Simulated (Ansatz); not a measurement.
CH2Cl3Ge, SMILES Cl[C](Cl)(Cl)[GeH2], a ladder of methods at one geometry

Computed with Ansatz's Python interface.

Interactive session:
```pycon
>>> from pathlib import Path
>>> import ansatz
>>> from ase import Atoms
>>> import numpy as np
>>> BASIS = "def2-SVP"
>>> atoms = Atoms(["Cl", "C", "Cl", "Cl", "Ge", "H", "H"], positions=[
...     [-1.488, -0.9776, 1.3318],
...     [-0.7551, -0.0115, 0.0317],
...     [-1.5858, 1.5562, -0.0825],
...     [-0.9115, -0.8792, -1.5121],
...     [1.1272, 0.2798, 0.4232],
...     [1.7639, 1.1206, -0.7125],
...     [1.8492, -1.0883, 0.5205],
... ])
>>> geometry = ansatz.Crystal.molecule_from_ase(atoms)
>>> base = (
...     geometry.calculation()
...     .basis(gaussian=BASIS)  # atom-centred Gaussian functions
...     .spin("collinear", total=1)
... )
>>> print("functional    E (Ha)        dipole (D)   HOMO (eV)  LUMO (eV)")
functional    E (Ha)        dipole (D)   HOMO (eV)  LUMO (eV)
>>> for name in ["hf", "pbe", "revpbe", "blyp"]:
...     r = base.functional(name).forces().orbitals().run(runs_dir="runs").report
...     lines = Path(r["orbitals_path"]).read_text().splitlines()
...     field_of = lambda key: [line.split("=")[1].strip() for line in lines if line.startswith(key)]
...     orbitals = [(27.211386 * float(e), s, float(n)) for e, s, n in zip(field_of("Ene="), field_of("Spin="), field_of("Occup="))]
...     homo = max(e for e, _, n in orbitals if n > 0.5)
...     lumo = min(e for e, _, n in orbitals if n < 0.5)
...     dipole = 4.803205 * np.linalg.norm(r["charge_distribution"]["dipole_moment_e_ang"])
...     print(f"{name:10s} {r['free_energy_ev'] / 27.211386246:14.6f} {dipole:9.3f} {homo:11.3f} {lumo:10.3f}")
...
hf           -3492.094567     1.486      -9.512      0.621
pbe          -3495.191634     0.770      -5.377     -4.027
revpbe       -3495.694447     0.819      -5.375     -3.900
blyp         -3496.134802     0.628      -5.103     -4.005
```

Notes:
- Total energies depend on the basis set; only differences at equal settings carry meaning.
- The geometry is a force-field or estimated start, not a minimum of this method, and the basis set is short of its limit. A lower total doesn't mark the better method: functionals have no common bound, and MP2 and coupled cluster aren't variational.
- The species is open-shell (spin multiplicity 2).
- Levels such as HOMO and LUMO are orbital energies: with these approximate functionals they aren't the ionisation energy and electron affinity, and their gap isn't the fundamental gap.
- Run time: 52 s on 1 thread of Intel(R) Xeon(R) Platinum 8259CL CPU @ 2.50GHz (Skylake/Cascade Lake), with other jobs on the host, peak memory 0.43 GiB.
